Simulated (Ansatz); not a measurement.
# LiC6: the cost of one run

Program: Ansatz 0.2.0, driven from Python. Level of theory: DFT PBEsol, plane waves, PAW. These are calculated values, not measurements.

### 1 The structure

Symmetry: P6/mmm, No. 191, hexagonal system. The conventional cell has a = 4.307 Å, b = 4.307 Å, c = 3.650 Å, α = 90.00°, β = 90.00°, γ = 120.00°. Around Li (site symmetry 6/mmm) lie 12 C at 2.32 Å. C (site symmetry m2m) is surrounded by 3 C at 1.43 to 1.44 Å.

The script holds or builds the structure itself.

### 2 The code

File vcrelax.py:

```python
"""Cell relaxation of LiC6."""

import ansatz as az
from ase.data import atomic_numbers
import numpy as np
import spglib

def edges_and_angles(cell):
    cell = np.asarray(cell)
    a, b, c = np.linalg.norm(cell, axis=1)
    cosines = cell[1] @ cell[2] / (b * c), cell[0] @ cell[2] / (a * c), cell[0] @ cell[1] / (a * b)
    return (a, b, c, *np.degrees(np.arccos(cosines)))

xtal = (
    az.Lattice.of((4.306932, 0.0, 0.0), (-2.153466, 3.729913, 0.0), (0.0, 0.0, 3.649504))
    .atom("Li", (0.0, 0.0, 0.0))
    .atom("C", (0.0, 0.333612, 0.5))
    .atom("C", (0.666388, 0.666388, 0.5))
    .atom("C", (0.333612, 0.0, 0.5))
    .atom("C", (0.0, 0.666388, 0.5))
    .atom("C", (0.333612, 0.333612, 0.5))
    .atom("C", (0.666388, 0.0, 0.5))
)

# edges free, angles fixed
calc = (
    xtal.calculation()
    .functional("pbesol")
    .kpoints(7)
    .basis(550)
    .occupations("Methfessel-Paxton", width=0.15)
    .scf(tolerance=1e-07)
    .relax(force_tolerance=0.03, max_steps=60, fix_cell=["angles"])
)
steps = []


def collect(event):
    if event["event"] == "relax_step":
        steps.append(event["data"])


out = calc.session().plan().execute(on_event=collect)
summary = out.report
for s in steps:
    flag = "" if s["accepted"] else "  (rejected)"
    print("step %2d  E = %.5f eV  largest force component = %.4f eV/A%s" % (s["step"], s["lagrangian_ev"], s["allowed_force_max_ev_ang"], flag))

first, last = steps[0], steps[-1]
symbols = [site.symbol for site in out.lattice.sites]
print(f"energy gained {first['lagrangian_ev'] - last['lagrangian_ev']:.4f} eV in {len(steps) - 1} steps")
for label, vectors in (("before", first["cell_ang"]), ("after", out.lattice.cell_ang)):
    print(label, "a b c (A) {:.4f} {:.4f} {:.4f}  angles {:.2f} {:.2f} {:.2f}".format(*edges_and_angles(vectors)), f" V = {abs(np.linalg.det(vectors)):.3f} A^3")
print("final stress xx yy zz (GPa, compression positive):", np.round(np.diag(summary["stress_gpa"]), 3) + 0.0)

print("atom   start x y z (A)              end x y z (A)")
for symbol, a, b in zip(symbols, first["positions_ang"], last["positions_ang"]):
    print(f"{symbol:3s}", " ".join(f"{v:8.4f}" for v in a), "  ", " ".join(f"{v:8.4f}" for v in b))

fractions = [site.position_frac for site in out.lattice.sites]
numbers = [atomic_numbers[s] for s in symbols]
for tolerance in (1e-3, 1e-2, 1e-1):
    print(f"space group at {tolerance} A:", spglib.get_spacegroup((out.lattice.cell_ang, fractions, numbers), symprec=tolerance))

print(f"free energy      {summary['free_energy_ev']:.5f} eV")
print(f"per atom         {summary['free_energy_ev'] / len(out.lattice.sites):.5f} eV")
print(f"SCF iterations   {summary['n_iterations']}  (converged: {summary['converged']})")
```

### 3 Running it

Command:

```console
$ python vcrelax.py
```

**Question.** How long does this script take on 1 thread of Arm Neoverse V1, shared host, and how much memory does it need?

About 20 s, with a peak of 0.48 GiB.
